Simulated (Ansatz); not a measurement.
**Cl2H3NbO3: up Jacob's ladder to CCSD(T)**

An exercise on one series of results from a longer session: the logs are not shown, and one member is left open.

Computed with Ansatz 0.2.0, Gaussian basis. Level: functionals in def2-TZVPP, the program's frozen cores in correlated methods.

Plan: LDA (SPW92), PBE-D4, revPBE-D4, BLYP-D4, r2SCAN-D4, B97M-V, PBE0-D4, B3LYP-D4, r2SCANh-D4, r2SCAN0-D4, HSE06-D4, BHLYP-D4, CAM-B3LYP-D4, LC-ωPBE, ωB97X-V, ωB97M-V, B2PLYP, PBE-QIDH; CCSD(T)/def2-SVP; CCSD(T)/def2-TZVPP; MP2/def2-QZVPP; extrapolation to the limit; RPA on PBE.

**Structure used throughout**

An earlier PBE0-D4 in a triple-zeta def2 set relaxation fixed the geometry. Nb takes the def2 core potential; no spin-orbit term is included.

9 atoms, charge 0, spin multiplicity 1.

Atoms are counted from 1 here; the program's logs count them from 0.

Bond lengths: O1–Nb2 1.878 Å, O1–H7 0.962 Å, Nb2–O3 1.869 Å, Nb2–O4 1.872 Å, Nb2–Cl5 2.338 Å, Nb2–Cl6 2.356 Å, O3–H8 0.961 Å, O4–H9 0.958 Å. Angles: Nb2–O1–H7 121.7°, O1–Nb2–O3 114.9°, O1–Nb2–O4 92.2°, O1–Nb2–Cl5 124.8°, O1–Nb2–Cl6 88.9°, O3–Nb2–O4 94.9°, O3–Nb2–Cl5 120.2°, O3–Nb2–Cl6 92.1°, O4–Nb2–Cl5 86.1°, O4–Nb2–Cl6 171.7°, Cl5–Nb2–Cl6 86.5°, Nb2–O3–H8 125.6°, Nb2–O4–H9 143.0°.

Geometry (Å):

```xyz
9

O     1.7828   -0.3228    0.2649
Nb    0.0001    0.2304    0.0614
O    -1.2181   -0.5980    1.2118
O    -0.2829   -0.9583   -1.3564
Cl   -0.7178    1.9012   -1.4075
Cl    0.4109    1.9628    1.6051
H     2.3742    0.0991    0.8951
H    -1.7600   -1.3618    0.9967
H    -0.5009   -0.9988   -2.2881
```

The first run:

File in.yaml:

```yaml
crystal:
  periodic: [false, false, false]
  atoms:
    - {symbol: O, position_ang: [1.782835, -0.322774, 0.264902]}
    - {symbol: Nb, position_ang: [0.000138, 0.230365, 0.061364]}
    - {symbol: O, position_ang: [-1.218064, -0.597999, 1.211776]}
    - {symbol: O, position_ang: [-0.282893, -0.958256, -1.356400]}
    - {symbol: Cl, position_ang: [-0.717791, 1.901163, -1.407452]}
    - {symbol: Cl, position_ang: [0.410877, 1.962794, 1.605053]}
    - {symbol: H, position_ang: [2.374239, 0.099086, 0.895121]}
    - {symbol: H, position_ang: [-1.759961, -1.361805, 0.996684]}
    - {symbol: H, position_ang: [-0.500876, -0.998773, -2.288147]}
basis:
  gaussian: {orbitals: def2-TZVPP}
hamiltonian: {xc: lda}
output: {orbitals: {seedname: orbitals}}
```

The run is started by

```bash
ansatz run in.yaml --threads 4 --pin off --events-out ev --progress --plain --max-ram 11315MiB
```

Among the steps run: LDA; PBE-D4 (GGA); revPBE-D4 (GGA); BLYP-D4 (GGA); r2SCAN-D4 (meta-GGA); B97M-V (meta-GGA); PBE0-D4 (hybrid); B3LYP-D4 (hybrid); r2SCANh-D4 (hybrid); r2SCAN0-D4 (hybrid); HSE06-D4 (hybrid); BHLYP-D4 (hybrid); CAM-B3LYP-D4 (range-separated); LC-ωPBE (range-separated); ωB97X-V (range-separated); ωB97M-V (range-separated); B2PLYP (double hybrid); PBE-QIDH (double hybrid).

One table of the session follows, with a row left open; its other results are not shown here.

It belongs to the step «Orbital energies across the functionals». 

| functional | HOMO (eV) | LUMO (eV) | gap (eV) |
| --- | --- | --- | --- |
| LDA (SPW92) | -7.12 | -3.85 | 3.26 |
| PBE-D4 | -6.95 | -3.65 | 3.30 |
| revPBE-D4 | -6.89 | -3.57 | 3.32 |
| BLYP-D4 | -6.79 | -3.54 | 3.25 |
| r2SCAN-D4 | ? | ? | ? |
| B97M-V | -7.39 | -3.58 | 3.81 |
| PBE0-D4 | -8.34 | -2.94 | 5.40 |
| B3LYP-D4 | -8.07 | -3.15 | 4.91 |
| r2SCANh-D4 | -7.81 | -3.34 | 4.47 |
| r2SCAN0-D4 | -8.58 | -2.91 | 5.67 |
| HSE06-D4 | -7.94 | -3.32 | 4.62 |
| BHLYP-D4 | -9.59 | -2.05 | 7.54 |
| CAM-B3LYP-D4 | -9.68 | -1.89 | 7.79 |
| LC-ωPBE | -11.07 | -0.77 | 10.30 |
| ωB97X-V | -10.70 | -0.84 | 9.86 |
| ωB97M-V | -10.55 | -0.87 | 9.68 |

Estimate the missing values for r2SCAN-D4.

Worked estimate for «HOMO (eV)». Against the share of exact exchange, r2SCANh-D4 (0.1, -7.81), r2SCAN0-D4 (0.25, -8.58) give a slope of -5.13 per unit share; at 0 the line stands at -7.30.

As computed: HOMO (eV): -7.30; LUMO (eV): -3.61; gap (eV): 3.69. In «HOMO (eV)» the line misses by 0.00.
